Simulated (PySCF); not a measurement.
# InCl (SMILES [Cl][In]) at 3 levels

We compute a comparison of 3 runs (HF/3-21G, PBE0/def2-TZVP, MP2/def2-SVPD) of InCl. Input form: a Python script.

The calculation is run with PySCF 2.14.0.

## (1) The system as given

InCl: 2 atoms, total charge 0, spin state singlet. As SMILES, `[Cl][In]`. The shape comes from GFN2-xTB, which is rough for such elements, and wasn't checked as a minimum.

Bond lengths: Cl1–In2 2.386 Å.

## (2) Energy and forces at HF/3-21G (run 1)

input.py

```python
import pyscf.grad
from pyscf import gto, scf

mol = gto.M(
    atom=[
    ('Cl', (0.000000, 0.000000, 0.000000)),
    ('In', (0.000000, 0.000000, 2.385660)),
],
    max_memory=1860,
    charge=0,
    basis='3-21g',
    verbose=3,
)

myscf = scf.RHF(mol)
myscf.conv_tol = 1e-10
myscf.kernel()
if not myscf.converged:
    myscf = myscf.newton().run(myscf.mo_coeff, myscf.mo_occ)

etot = myscf.e_tot
print('E(%s) = %.9f' % ('HF', etot))
grad = myscf.Gradients().kernel()
myscf.analyze()
```

Started as:

```bash
$ OMP_NUM_THREADS=1 python input.py
```

Output:

```text
converged SCF energy = -6172.1226488649
[... 10 lines left out ...]
MO #4   energy= -138.111746203091  occ= 2
[... 7 lines left out ...]
MO #12  energy= -17.5073472360387  occ= 2
[... 7 lines left out ...]
MO #20  energy= -5.01748876740859  occ= 2
[... 7 lines left out ...]
MO #28  energy= -1.11024648918733  occ= 2
[... 7 lines left out ...]
MO #36  energy= 0.0929652584149417 occ= 0
[... 7 lines left out ...]
MO #44  energy= 0.965719866848342  occ= 0
[... 3 lines left out ...]
Dipole moment(X, Y, Z, Debye):  0.00000, -0.00000,  3.90919
```

Wall time 9.1 s (1 thread of Intel Xeon at 2.50GHz (Skylake/Cascade Lake), shared host); peak memory 0.12 GiB.

## (3) Energy and gradient at PBE0/def2-TZVP (core potential) (run 2)

calc.py

```python
import pyscf.grad
from pyscf import gto, dft

mol = gto.Mole()
mol.atom = '''
Cl     0.000000     0.000000     0.000000
In     0.000000     0.000000     4.508244
'''
mol.unit = 'bohr'
mol.basis = 'def2-tzvp'
mol.max_memory = 1860
mol.ecp = {'In': 'def2-svp'}
mol.verbose = 4
mol.build()

calc0 = dft.RKS(mol, xc='pbe0')
calc0.grids.level = 5
calc0.conv_tol = 1e-10
calc0.kernel()
if not calc0.converged:
    calc0 = calc0.newton().run(calc0.mo_coeff, calc0.mo_occ)

energy = calc0.e_tot
print(f'total energy: {energy:.8f} hartree')
grad = calc0.Gradients().kernel()
calc0.analyze()
```

Started as:

```bash
$ OMP_NUM_THREADS=1 python calc.py
```

Output:

```text
PySCF version 2.14.0

[... 92 lines left out ...]
MO #2   energy= -9.4794873138579   occ= 2
[... 16 lines left out ...]
MO #19  energy= -0.265781022402867 occ= 2
[... 16 lines left out ...]
MO #36  energy= 0.465867728512238  occ= 0
[... 16 lines left out ...]
MO #53  energy= 0.984456284467898  occ= 0
[... 16 lines left out ...]
MO #70  energy= 2.24265093861982   occ= 0
[... 16 lines left out ...]
MO #87  energy= 125.135984281754   occ= 0
[... 92 lines left out ...]
Dipole moment(X, Y, Z, Debye): -0.00000,  0.00000,  3.27388
```

It took 57 s on 1 thread of Intel Xeon at 2.50GHz (Skylake/Cascade Lake), shared host; peak memory 0.84 GiB.

## (4) Energy and gradient at MP2/def2-SVPD (core potential) (run 3)

job.py

```python
# InCl
from pyscf import gto, mp

molecule = gto.M(
    atom='''
Cl     0.000000     0.000000     0.000000
In     0.000000     0.000000     4.508244
''',
    unit='bohr',
    basis='def2-svpd',
    ecp={'In': 'def2-svp'},
    max_memory=1860,
    verbose=4,
)

myscf = molecule.RHF()
myscf.conv_tol = 1e-10
myscf.kernel()
if not myscf.converged:
    myscf = myscf.newton().run(myscf.mo_coeff, myscf.mo_occ)

pt = mp.MP2(myscf, frozen=9).run()
e_final = pt.e_tot
print(f'total energy: {e_final:.8f} hartree')
grad = pt.nuc_grad_method().kernel()
myscf.analyze()
```

Started as:

```bash
$ OMP_NUM_THREADS=1 python job.py
```

Output:

```text
PySCF version 2.14.0

[... 76 lines left out ...]
Two-electron Coulomb Energy =          444.235910790319451
[... 13 lines left out ...]
MO #11  energy= -1.04175270228223  occ= 2
[... 11 lines left out ...]
MO #23  energy= 0.077554336003142  occ= 0
[... 11 lines left out ...]
MO #35  energy= 0.343740055250825  occ= 0
[... 11 lines left out ...]
MO #47  energy= 1.07345864090905   occ= 0
[... 11 lines left out ...]
MO #59  energy= 61.6649750923538   occ= 0
[... 64 lines left out ...]
Dipole moment(X, Y, Z, Debye): -0.00000,  0.00000,  3.37869
```

It took 14 s on 1 thread of Intel Xeon at 2.50GHz (Skylake/Cascade Lake), shared host; peak memory 0.32 GiB.

## (5) All runs side by side

```tsv
run	level	core potential	integration grid	energy (Eh)	dipole moment (D) of the reference	HOMO energy (eV)	LUMO energy (eV)	wall time
1	HF/3-21G	–	–	-6172.122649	3.91	-8.88	0.44	9.1 s
2	PBE0/def2-TZVP (core potential)	def2-svp	5	-650.279400	3.27	-7.23	-1.75	57 s
3	MP2/def2-SVPD (core potential)	def2-svp	–	-648.869537	3.38	-9.19	0.55	14 s
```

## (6) Results

| quantity | value |
| --- | --- |
| run 3: total energy | -648.86954 Eh |
| run 3: dipole moment (Hartree–Fock density) | 3.38 D |
| run 3: HOMO energy (Hartree–Fock orbitals) | -9.19 eV |
| run 3: LUMO energy (Hartree–Fock orbitals) | 0.55 eV |
| run 3: HOMO–LUMO gap (Hartree–Fock orbitals) | 9.75 eV |
| run 3: correlation energy (9 core orbitals frozen) | -211.6 mEh |
| run 3: largest force on an atom | 0.925 eV/Å |

Some runs of one species differ in core potentials or relativity; totals across that change don't compare. In run 1 relativity is left out where basis or elements ask for it. All runs together took 80 s, the longest 57 s.
